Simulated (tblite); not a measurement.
# As15H15P14: the cost of one run

Computed with tblite 0.8.0 and PySCF 2.14.0 and routines of our own; the level stands in each step. Atoms count from 0.

### Step 1. The system as given

44 atoms, charge 0, multiplicity 1; geometry from: force field, distance geometry or constructed start.

### Step 2. Relaxing the molecule with GFN2-xTB

Job settings and geometry (Å):

```
{"job": {"kind": "relax", "xc": "GFN2-xTB", "basis": "xTB"}, "charge": 0, "multiplicity": 1}
As     6.750000    -3.309300    -0.658100
P      5.015400    -2.308200     0.636600
As     3.297300    -3.309800    -0.655500
P      3.291400    -5.296700     0.637300
As     5.017600    -6.299100    -0.653100
P      6.741800    -5.301600     0.640900
As    -1.887300    -0.315500    -0.659800
P     -3.610500     0.682300     0.645000
As    -5.337700    -0.319300    -0.656900
P     -5.343200    -2.311600     0.645100
As    -3.616000    -3.308700    -0.658600
P     -1.889900    -2.312800     0.643500
As     3.288700     2.673900    -0.651500
P      1.567800     3.669400     0.640800
As    -0.163100     2.678300    -0.656300
P     -0.162800     0.680200     0.649800
As     1.566000    -0.315300    -0.655600
P      3.291000     0.676200     0.642500
As     1.565000     5.665400    -0.654000
P     -0.158100     6.661300     0.646200
As    -1.889700     5.667400    -0.655000
P     -1.888300     3.671500     0.643300
As     5.022000    -0.312600    -0.649900
P      1.561400    -2.315100     0.642000
As    -3.613400     2.675800    -0.655600
P     -5.346500     3.669100     0.646000
As    -7.066200     2.675500    -0.657200
P     -7.067500     0.680200     0.644700
As    -0.160300    -3.307100    -0.658500
H      7.848800    -2.670500     0.177200
H      2.280100    -5.886900    -0.122300
H      5.016700    -7.569800     0.174000
H      7.759700    -5.887400    -0.123100
H     -6.353900    -2.898400    -0.117500
H     -3.612700    -4.579000     0.170500
H      4.395200     3.312000     0.170900
H      2.667400     6.300300     0.169700
H     -0.160000     7.835600    -0.123800
H     -2.988900     6.296300     0.173700
H      6.116400     0.322800     0.175000
H     -5.340500     4.840400    -0.117400
H     -8.163600     3.304200     0.177500
H     -8.077600     0.094300    -0.124800
H     -0.158300    -4.581300     0.172000
```

Command:

```bash
$ OMP_NUM_THREADS=4 python large_run.py task.json out
```

One launch serves the whole session: the jobs run in the order shown.

**Question.** How long does this first job take on 4 threads of Arm Neoverse N1, shared host, and how much memory does it need?

About 25 s, with a peak of 0.16 GiB.
